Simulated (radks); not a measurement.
# Polarisabilities and dispersion coefficients of Se³⁺, Sr, Ir and others

Aim: static dipole polarisabilities and C6 coefficients, each species in its NIST ground configuration. After each ground state the linear response is solved; its values go to the run's result record, not to the log. Response by self-consistent Sternheimer equations with the Hartree and adiabatic LDA kernel, the relativistic mass of each level held fixed and spin-orbit coupling left out.

Program: radks (a radial shooting solver on a logarithmic mesh, Libxc functionals) version 1. Level of theory: scalar-relativistic Kohn-Sham, LDA (Slater exchange, Perdew-Wang correlation), spin-unpolarised, spherical densities, finite nucleus. These are calculated values, not measurements, unless marked.

## 1. The atom as given

| Quantity | Value |
| --- | --- |
| species | Se³⁺ ([Ar] 3d10 4s2 4p1), Sr ([Kr] 5s2), Ir ([Xe] 4f14 5d7 6s2), Al ([Ne] 3s2 3p1), Yb ([Xe] 4f14 6s2), O³⁺ ([He] 2s2 2p1), As²⁺ ([Ar] 3d10 4s2 4p1) |

## 2. Se³⁺, [Ar] 3d10 4s2 4p1

Settings of this run:

```text
Z 34
configuration [Ar] 3d10 4s2 4p1
relativity scalar-relativistic
functional lda,pw
spin unpolarised
nucleus finite rms 4.14 fm
c 137.035999084
response adiabatic LDA kernel
```

## 3. Sr, [Kr] 5s2

Settings of this run:

```text
Z 38
configuration [Kr] 5s2
relativity scalar-relativistic
functional lda,pw
spin unpolarised
nucleus finite rms 4.224 fm
c 137.035999084
response adiabatic LDA kernel
```

## 4. Ir, [Xe] 4f14 5d7 6s2

Settings of this run:

```text
Z 77
configuration [Xe] 4f14 5d7 6s2
relativity scalar-relativistic
functional lda,pw
spin unpolarised
nucleus finite rms 5.4032 fm
c 137.035999084
response adiabatic LDA kernel
```

## 5. Al, [Ne] 3s2 3p1

Settings of this run:

```text
Z 13
configuration [Ne] 3s2 3p1
relativity scalar-relativistic
functional lda,pw
spin unpolarised
nucleus finite rms 3.061 fm
c 137.035999084
response adiabatic LDA kernel
```

## 6. Yb, [Xe] 4f14 6s2

Settings of this run:

```text
Z 70
configuration [Xe] 4f14 6s2
relativity scalar-relativistic
functional lda,pw
spin unpolarised
nucleus finite rms 5.3108 fm
c 137.035999084
response adiabatic LDA kernel
```

## 7. O³⁺, [He] 2s2 2p1

Settings of this run:

```text
Z 8
configuration [He] 2s2 2p1
relativity scalar-relativistic
functional lda,pw
spin unpolarised
nucleus finite rms 2.6991 fm
c 137.035999084
response adiabatic LDA kernel
```

## 8. As²⁺, [Ar] 3d10 4s2 4p1

Settings of this run:

```text
Z 33
configuration [Ar] 3d10 4s2 4p1
relativity scalar-relativistic
functional lda,pw
spin unpolarised
nucleus finite rms 4.0968 fm
c 137.035999084
response adiabatic LDA kernel
```

Q: Predict the outcome of this session. Wanted: for each run, species; −ε(HOMO); α; α uncoupled; C6; C8; recommended α.

**Answer**, as computed:

```tsv
species	−ε(HOMO) (eV)	α (bohr³)	α uncoupled (bohr³)	C6 (hartree bohr⁶)	C8 (hartree bohr⁸)	recommended α (bohr³)
Se³⁺	36.748	6.318	10.40	22.22	-	-
Sr	3.641	178.4	326.1	2756	348473	197.2
Ir	6.580	44.64	92.57	485.7	-	54
Al	2.784	69.44	100.5	613.3	-	57.8
Yb	3.250	124.7	234.3	1680	172559	139
O³⁺	65.045	1.303	2.226	1.212	-	-
As²⁺	22.953	9.877	16.15	43.17	-	-
```

**Reading.** Uncoupled leaves out the potential induced by the response; C6 and C8 are for like pairs. Sr is the most polarisable and O³⁺ the least, a factor 137 apart. For the pair Sr–O³⁺ the Casimir-Polder integral gives C6 = 38.59, the rule 2·Ca·Cb/(Ca·αb/αa + Cb·αa/αb) on the like-pair values 35.90. Against the recommended values (Schwerdtfeger and Nagle, 2023 table) the misses are Sr -10 %, Ir -17 %, Al +20 %, Yb -10 %. C8 is given only where no p, d or f shell is open. For heavy and open-shell atoms this level can miss by tens of per cent.
